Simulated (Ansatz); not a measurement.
# CH₃BrSi: how energies converge with the basis set

The task here is to estimate one member of a computed series from the others.

Computed with Ansatz 0.2.0, Gaussian basis. Level: one geometry, several basis sets.

Levels to be run: PBE0-D4/def2-SVP; ωB97M-V/def2-SVP; PBE0-D4/def2-QZVPP; ωB97M-V/def2-QZVPP; the functionals' def2-TZVPP values are taken from earlier runs.

## The geometry

An earlier PBE0-D4 in a triple-zeta def2 set relaxation fixed the geometry.

SMILES `C[Si]Br`, 6 atoms, charge 0, spin multiplicity 1.

Atoms are counted from 1 here; the program's logs count them from 0.

Bond lengths: C1–Si2 1.888 Å, C1–H4 1.096 Å, C1–H5 1.093 Å, C1–H6 1.095 Å, Si2–Br3 2.264 Å. Angles: Si2–C1–H4 110.1°, Si2–C1–H5 111.1°, Si2–C1–H6 110.6°, H4–C1–H5 108.9°, H4–C1–H6 106.8°, H5–C1–H6 109.1°, C1–Si2–Br3 98.3°.

Set-up of the first run:

Contents of in.yaml:

```yaml
crystal:
  periodic: [false, false, false]
  atoms:
    - {symbol: C, position_ang: [-0.433584, 0.379089, -0.206821]}
    - {symbol: Si, position_ang: [0.012646, -0.760472, 1.230991]}
    - {symbol: Br, position_ang: [1.998334, -1.514964, 0.446610]}
    - {symbol: H, position_ang: [0.331950, 1.154191, -0.325822]}
    - {symbol: H, position_ang: [-1.402005, 0.859030, -0.043397]}
    - {symbol: H, position_ang: [-0.465240, -0.180874, -1.147762]}
basis:
  gaussian: {orbitals: def2-SVP}
hamiltonian: {xc: pbe0, dispersion: d4}
output: {orbitals: {seedname: orbitals}}
```

Started as:

```sh
> ansatz run in.yaml --threads 2 --pin off --events-out ev --progress --plain --max-ram 32768MiB --backend cpu
```

Among the steps run: PBE0-D4 in def2-SVP; ωB97M-V in def2-SVP; PBE0-D4 in def2-QZVPP; ωB97M-V in def2-QZVPP.

One table of the session follows, with a row left open; its other results are not shown here.

It belongs to the step «Density functionals: the series». 

```
functional       basis  HOMO (eV)  LUMO (eV)
   PBE0-D4    def2-SVP      -6.63      -2.61
   PBE0-D4  def2-TZVPP      -6.68      -2.63
   PBE0-D4  def2-QZVPP          ?          ?
   ωB97M-V    def2-SVP      -8.67      -0.57
   ωB97M-V  def2-TZVPP      -8.75      -0.66
   ωB97M-V  def2-QZVPP      -8.77      -0.72
```

Estimate the missing values for PBE0-D4, def2-QZVPP.

As computed: HOMO (eV): -6.71; LUMO (eV): -2.66. In the column «HOMO (eV)» it lies between ωB97M-V, def2-SVP (-8.67) and PBE0-D4, def2-TZVPP (-6.68).
